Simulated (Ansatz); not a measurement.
# CH₃AlFNS: one species, many methods

Aim: compute CH₃AlFNS with functionals from several rungs and with coupled cluster, and see how far each lands from CCSD(T) at the basis-set limit for the atomisation energy.

Method: functionals in def2-TZVPP, the program's frozen cores in correlated methods; program: Ansatz 0.2.0, Gaussian basis.

The runs, in order: LDA (SPW92), PBE-D4, revPBE-D4, BLYP-D4, r2SCAN-D4, B97M-V, PBE0-D4, B3LYP-D4, r2SCANh-D4, r2SCAN0-D4, HSE06-D4, BHLYP-D4, CAM-B3LYP-D4, LC-ωPBE, ωB97X-V, ωB97M-V, B2PLYP, PBE-QIDH; CCSD(T)/def2-SVP; CCSD(T)/def2-TZVPP; MP2/def2-QZVPP; extrapolation to the limit; RPA on PBE.

## (1) The relaxed structure

All runs share one geometry, relaxed beforehand with PBE0-D4 in a triple-zeta def2 set.

SMILES `F[C]1(S)[NH][AlH]1`, 8 atoms, charge 0, spin multiplicity 1.

Atoms are counted from 1 here; the program's logs count them from 0.

Bond lengths: F1–C2 1.391 Å, C2–S3 1.805 Å, C2–N4 1.435 Å, C2–Al5 1.926 Å, S3–H6 1.343 Å, N4–Al5 1.744 Å, N4–H7 1.011 Å, Al5–H8 1.569 Å. Angles: F1–C2–S3 108.3°, F1–C2–N4 113.5°, F1–C2–Al5 122.2°, S3–C2–N4 112.6°, S3–C2–Al5 127.7°, N4–C2–Al5 60.4°, C2–S3–H6 96.6°, C2–N4–Al5 73.9°, C2–N4–H7 120.8°, Al5–N4–H7 164.9°, C2–Al5–N4 45.7°, C2–Al5–H8 169.9°, N4–Al5–H8 144.4°.

## (2) LDA

This LDA is Slater exchange with PW92 correlation.

in.yaml reads:

```yaml
crystal:
  periodic: [false, false, false]
  atoms:
    - {symbol: F, position_ang: [-1.104719, 0.864431, 1.054134]}
    - {symbol: C, position_ang: [-0.092107, 0.238393, 0.333748]}
    - {symbol: S, position_ang: [1.476561, 1.017065, 0.769566]}
    - {symbol: N, position_ang: [-0.325463, 0.220562, -1.081886]}
    - {symbol: Al, position_ang: [-0.361610, -1.443929, -0.564186]}
    - {symbol: H, position_ang: [1.342586, 0.898403, 2.100125]}
    - {symbol: H, position_ang: [-0.294223, 1.073925, -1.622927]}
    - {symbol: H, position_ang: [-0.548725, -2.925850, -1.044374]}
basis:
  gaussian: {orbitals: def2-TZVPP}
hamiltonian: {xc: lda}
output: {orbitals: {seedname: orbitals}}
```

The run is started by

```console
ansatz run in.yaml --threads 2 --pin off --events-out ev --progress --plain --max-ram 4352MiB
```

Further steps of the session: PBE-D4 (GGA); revPBE-D4 (GGA); BLYP-D4 (GGA); r2SCAN-D4 (meta-GGA); B97M-V (meta-GGA); PBE0-D4 (hybrid); B3LYP-D4 (hybrid); r2SCANh-D4 (hybrid); r2SCAN0-D4 (hybrid); HSE06-D4 (hybrid); BHLYP-D4 (hybrid); CAM-B3LYP-D4 (range-separated); LC-ωPBE (range-separated); ωB97X-V (range-separated); ωB97M-V (range-separated); B2PLYP (double hybrid); PBE-QIDH (double hybrid); CCSD(T) in def2-SVP; CCSD(T) in def2-TZVPP; MP2 in def2-QZVPP; RPA on PBE orbitals.

Q: Predict the results of all the runs planned. Wanted: atomisation energy, CCSD(T)/CBS; farthest beyond LDA; mean size of error, GGA; mean size of error, meta-GGA; mean size of error, hybrid; mean size of error, range-separated; mean size of error, double hybrid; gap, smallest and largest; T1 diagnostic.

As calculated:

| quantity | value |
| --- | --- |
| atomisation energy, CCSD(T)/CBS | 615.6 kcal/mol |
| functionals within 3.1 kcal/mol (0.5 %) | PBE0-D4, B3LYP-D4, CAM-B3LYP-D4, LC-ωPBE |
| farthest beyond LDA | BHLYP-D4 (-33.2 kcal/mol) |
| mean size of error, GGA | 12.5 kcal/mol |
| mean size of error, meta-GGA | 6.3 kcal/mol |
| mean size of error, hybrid | 9.9 kcal/mol |
| mean size of error, range-separated | 3.4 kcal/mol |
| mean size of error, double hybrid | 8.6 kcal/mol |
| gap, smallest and largest | 3.17 eV (LDA (SPW92)), 9.68 eV (LC-ωPBE) |
| T1 diagnostic | 0.0152 |
| triples share of the correlation energy | 4.2 % |

**Reading.** LDA overbinds by 125.3 kcal/mol (20 %). PBE-D4 is off by +26.7 kcal/mol. Double hybrids carry the basis error of their MP2 part in triple zeta, and no dispersion term here, so their miss is partly the set-up's. Taken by rung, range-separated functionals do best (3.4 kcal/mol on average) and GGA ones worst beyond LDA (12.5 kcal/mol). The reference freezes the cores and leaves out relativity and excitations past (T), so misses under about 3.1 kcal/mol can't be ranked. Hartree-Fock recovers 63 % of the binding; the rest is correlation. CCSD(T) in def2-SVP is off by -50.4 kcal/mol, so the small basis spoils what the method gains. The gap grows from 3.2 to 9.7 eV across the functionals, mostly with the share of exact exchange.
